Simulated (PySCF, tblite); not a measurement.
# C₇H₁₆N₂: geometry, infrared bands and NMR shifts

Wanted: the infrared bands and NMR shifts of C₇H₁₆N₂ (`CCN(C)N(C)C1CC1`), by calculation.

Computed with tblite 0.8.0 and PySCF 2.14.0, with density-fitted response routines of our own, on a single molecule in the gas phase. Atoms count from 0, in the outputs and in this text.

## 1. The molecule as given

25 atoms, charge 0, multiplicity 1; geometry from: force field or distance geometry start.

Bonds of the start (Å): C0–C1 1.52, C1–N2 1.45, N2–C3 1.44, N2–N4 1.38, N4–C5 1.45, N4–C6 1.42, C6–C7 1.51, C7–C8 1.50, C8–C6 1.49, C0–H9 1.09, C0–H10 1.12, C0–H11 1.12, C1–H12 1.10, C1–H13 1.12, C3–H14 1.10, C3–H15 1.11, C3–H16 1.14, C5–H17 1.11, C5–H18 1.10, C5–H19 1.12, C6–H20 1.13, C7–H21 1.10, C7–H22 1.11, C8–H23 1.09, C8–H24 1.12.

## 2. Relaxing the molecule with GFN2-xTB

What the job is given:

```
{"job": {"kind": "relax", "xc": "GFN2-xTB", "basis": "xTB"}, "charge": 0, "multiplicity": 1}
C      2.146600     1.175800     0.304500
C      1.993600    -0.322900     0.496600
N      0.622800    -0.644400     0.853900
C      0.571400    -2.077900     1.014200
N     -0.241400    -0.144900    -0.096600
C     -0.622400    -1.066600    -1.151500
C     -1.427500     0.484900     0.376600
C     -2.178500     1.258000    -0.677600
C     -1.581900     1.959800     0.511800
H      3.159600     1.475600     0.028800
H      1.807400     1.636000     1.265300
H      1.392800     1.426500    -0.486100
H      2.332000    -0.875600    -0.387100
H      2.666800    -0.599400     1.352600
H      1.200100    -2.556800     0.250000
H     -0.472000    -2.459400     1.037300
H      1.110000    -2.306700     1.992200
H      0.175200    -1.810900    -1.374400
H     -0.906000    -0.472800    -2.038200
H     -1.554300    -1.568600    -0.797700
H     -2.136000    -0.091000     1.042100
H     -1.713300     1.362800    -1.670000
H     -3.286400     1.257100    -0.676200
H     -0.723200     2.628200     0.395200
H     -2.346200     2.357500     1.222100
```

Command:

```sh
$ OMP_NUM_THREADS=1 python probes_run.py task.json out
```

The driver reads the jobs from task.json and runs them one after another.

**Question.** This job is followed by: GFN2-xTB harmonic vibrations, gas phase; GIAO PBE0/pcSseg-1 NMR shielding, non-relativistic, gas phase. Predict these results of the whole session: strongest single infrared mode (GFN2-xTB); zero-point energy (GFN2-xTB); 13C shifts against TMS (PBE0/pcSseg-1, means over atoms taken as alike); 1H shifts against TMS (PBE0/pcSseg-1, means over atoms taken as alike); 15N shifts against NH3 (PBE0/pcSseg-1).

**Answer**, as computed:

| quantity | value |
| --- | --- |
| strongest single infrared mode (GFN2-xTB) | 2864 cm⁻¹, 130 km/mol |
| zero-point energy (GFN2-xTB) | 139.5 kcal/mol |
| 13C shifts against TMS (PBE0/pcSseg-1, means over atoms taken as alike) | 50.7, 39.1, 36.6, 31.1, 15.4, 10.4 ppm |
| 1H shifts against TMS (PBE0/pcSseg-1, means over atoms taken as alike) | 2.38, 2.33, 2.28, 1.90, 1.05, 0.58, 0.48 ppm |
| 15N shifts against NH3 (PBE0/pcSseg-1) | 102.9, 96.9 ppm |

In words: The optimisation took 134 steps and gained 0.828 eV; among the close pairs (by a distance rule), C3–H16 changed most, from 1.140 to 1.089 Å. All 69 modes are real, so the xTB geometry is a minimum. The strongest single mode, at 2864 cm⁻¹, moves mainly H19. GFN2-xTB is a fitted tight-binding method: band positions and strengths are rough. Its intensities can rank the bands wrongly. The most deshielded carbon is C1 (sp3 CH2 bonded to N), at 50.7 ppm: pulled downfield by the heteroatom.
